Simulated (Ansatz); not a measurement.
**CH6BGa: single points off equilibrium**

The task here is to estimate one member of a computed series from the others.

The runs use Ansatz 0.2.0, Gaussian basis; single points in def2-TZVPP.

Cores are frozen in the correlated methods. Filled d shells of the heavier atoms are correlated. B3LYP uses VWN-RPA correlation.

### Starting geometry

SMILES `B[CH2][GaH2]`, 9 atoms, charge 0, spin multiplicity 1.

Atoms are counted from 1 here; the program's logs count them from 0.

Bond lengths: B1–C2 1.542 Å, B1–H4 1.112 Å, B1–H5 1.218 Å, C2–Ga3 1.922 Å, C2–H6 1.323 Å, C2–H7 1.154 Å, Ga3–H8 1.717 Å, Ga3–H9 1.460 Å. Angles: C2–B1–H4 121.3°, C2–B1–H5 111.4°, H4–B1–H5 127.2°, B1–C2–Ga3 100.4°, B1–C2–H6 106.1°, B1–C2–H7 117.5°, Ga3–C2–H6 113.5°, Ga3–C2–H7 116.3°, H6–C2–H7 103.1°, C2–Ga3–H8 126.1°, C2–Ga3–H9 127.5°, H8–Ga3–H9 106.4°.

Geometry (Å):

```tsv
atom	x (Å)	y (Å)	z (Å)
B1	-0.7468	0.6698	-0.9718
C2	0.6239	0.3014	-0.3691
Ga3	0.0705	-0.7928	1.1113
H4	-1.2537	0.0033	-1.7037
H5	-1.1867	1.6934	-0.4804
H6	1.2698	-0.3693	-1.3096
H7	1.3470	1.1663	-0.1224
H8	-0.5186	-2.4022	1.0155
H9	0.0766	-0.4404	2.5285
```

Set-up of the first run:

The input, run/in.yaml:

```yaml
crystal:
  periodic: [false, false, false]
  atoms:
    - {symbol: B, position_ang: [-0.746800, 0.669800, -0.971800]}
    - {symbol: C, position_ang: [0.623900, 0.301400, -0.369100]}
    - {symbol: Ga, position_ang: [0.070500, -0.792800, 1.111300]}
    - {symbol: H, position_ang: [-1.253700, 0.003300, -1.703700]}
    - {symbol: H, position_ang: [-1.186700, 1.693400, -0.480400]}
    - {symbol: H, position_ang: [1.269800, -0.369300, -1.309600]}
    - {symbol: H, position_ang: [1.347000, 1.166300, -0.122400]}
    - {symbol: H, position_ang: [-0.518600, -2.402200, 1.015500]}
    - {symbol: H, position_ang: [0.076600, -0.440400, 2.528500]}
basis:
  gaussian: {orbitals: def2-TZVPP}
correlation: {method: ccsd_t}
output: {forces: true}
```

The command line of these runs was not kept.

Among the steps run: CCSD(T)/def2-TZVPP; PBE0-D4/def2-TZVPP; wB97M-V/def2-TZVPP; r2SCAN-D4/def2-TZVPP; PBE-D4/def2-TZVPP; wB97X-V/def2-TZVPP; B3LYP-D4/def2-TZVPP.

One of the session's tables, all rows but one given; the rest of the session is left out.

```
   method  RMS force component (eV/Å)  angle to CCSD(T) forces (°)  dipole (D)
  CCSD(T)                       1.697                    reference        1.19
  PBE0-D4                       1.694                          3.2        1.23
  wB97M-V                           ?                            ?           ?
r2SCAN-D4                       1.660                          2.8        1.24
   PBE-D4                       1.627                          4.5        1.23
  wB97X-V                       1.724                          1.9        1.23
 B3LYP-D4                       1.664                          2.9        1.22
```

Estimate the missing values for wB97M-V.

As computed: RMS force component (eV/Å): 1.697; angle to CCSD(T) forces (°): 2.4; dipole (D): 1.23.
